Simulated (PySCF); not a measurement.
# [Lu(NH3)2]3+: other functionals and bases at one geometry

The task here is to estimate one member of a computed series from the others.

Computed with PySCF 2.14.0. Level: several levels, as the steps say, no spin–orbit coupling.

3 further runs of the same task are left out: 2 for a known fault of the program, 1 that didn't finish.

### The system as given

9 atoms, charge 3, spin multiplicity 1.

Bond lengths: Lu1–N2 2.292 Å, Lu1–N6 2.291 Å, N2–H3 1.043 Å, N2–H4 1.042 Å, N2–H5 1.043 Å, N6–H7 1.043 Å, N6–H8 1.043 Å, N6–H9 1.042 Å. Angles: N2–Lu1–N6 110.8°, Lu1–N2–H3 115.6°, Lu1–N2–H4 116.8°, Lu1–N2–H5 115.2°, H3–N2–H4 102.5°, H3–N2–H5 102.2°, H4–N2–H5 102.5°, Lu1–N6–H7 115.1°, Lu1–N6–H8 116.1°, Lu1–N6–H9 116.4°, H7–N6–H8 102.3°, H7–N6–H9 102.4°, H8–N6–H9 102.5°.

Geometry (Å):

```
atom     x (Å)     y (Å)     z (Å)
 Lu1   0.82407  -0.76399  -0.00020
  N2  -0.13305   0.11945   1.88577
  H3   0.44657   0.81843   2.39947
  H4  -1.03638   0.62322   1.76204
  H5  -0.36029  -0.57095   2.63377
  N6  -0.12599   0.12472  -1.88655
  H7   0.37058  -0.09421  -2.77726
  H8  -1.10128  -0.17918  -2.09560
  H9  -0.20099   1.16338  -1.92144
```

Formal oxidation states: Lu +3. Each metal's 14 4f electrons lie in its core potential, so multiplicities, spins and levels count the valence alone. An earlier session relaxed this geometry at PBE0, Lu lcecp-1-SVP with ECP60, N def2-SVP, H def2-SVP (singlet, point group C1).

At PBE0 on the finer grid: E = -151.707714 Eh, HOMO -26.47 eV, LUMO -18.51 eV, Mulliken charge on Lu1 +2.04 e, largest force component 0.017 eV/Å. 

Levels to run: B3LYP; HF; TPSSh; BP86; PBE0, TZVP. Hardware: 2 threads of Intel Xeon 6975P-C (Granite Rapids), shared host.

The first run:

run.py (the lines that set the calculation) reads:

```python
mol = gto.M(atom='''
Lu     0.82407    -0.76399    -0.00020
N     -0.13305     0.11945     1.88577
H      0.44657     0.81843     2.39947
H     -1.03638     0.62322     1.76204
H     -0.36029    -0.57095     2.63377
N     -0.12599     0.12472    -1.88655
H      0.37058    -0.09421    -2.77726
H     -1.10128    -0.17918    -2.09560
H     -0.20099     1.16338    -1.92144''',
    basis={'Lu': 'lcecp-1-SVP', 'N': 'def2-SVP', 'H': 'def2-SVP'},
    ecp={'Lu': 'lcecp-1-SVP'},
    charge=3, spin=0)
mf = dft.RKS(mol, xc='B3LYP')
mf.grids.atom_grid = (75, 302)  # f atoms: unpruned, at least (60, 302)
mf = mf.density_fit()  # fitting sets: Lu AutoAux, N def2-universal-JKFIT, H def2-universal-JKFIT
mf.conv_tol = 1e-08; mf.max_cycle = 55
mf.kernel(dm0)  # dm0: the density of the relaxed state
```

Launch:

```sh
$ OMP_NUM_THREADS=2 python run.py
```

Steps of the session up to this table: B3LYP; HF; TPSSh; BP86; PBE0, TZVP.

One of the session's tables, all rows but one given; the rest of the session is left out.

| level | HOMO (eV) | gap (eV) | charge on Lu1 (e) | dipole (D) | largest force component (eV/Å) |
| --- | --- | --- | --- | --- | --- |
| PBE0 (relaxed here) | -26.47 | 7.96 | 2.04 | 4.00 | 0.02 |
| B3LYP | -26.18 | 7.19 | 2.00 | 4.05 | 0.13 |
| HF | -30.08 | 14.76 | 2.26 | 3.30 | 0.99 |
| TPSSh | -25.64 | 6.79 | 2.03 | 4.03 | 0.13 |
| BP86 | ? | ? | ? | ? | ? |
| PBE0, TZVP | -26.37 | 7.94 | 2.22 | 4.04 | 0.32 |

**Question.** Estimate the row for BP86.

The run gave: HOMO (eV): -25.07; gap (eV): 5.81; charge on Lu1 (e): 1.95; dipole (D): 4.28; largest force component (eV/Å): 0.42. In the column «HOMO (eV)» it is the highest.

The dipole of a charged species depends on the origin, so these sizes hold for this origin alone.

In one basis the HOMO–LUMO gap runs from 5.81 eV (BP86) to 14.76 eV (HF). The largest leftover force, 0.99 eV/Å with HF, stands at a geometry relaxed at another level. With 4f in the core, its levels are missing from HOMO and gap, and its count is fixed, so no charge can pass from the ligands into it. Total energies of different levels can't be compared.
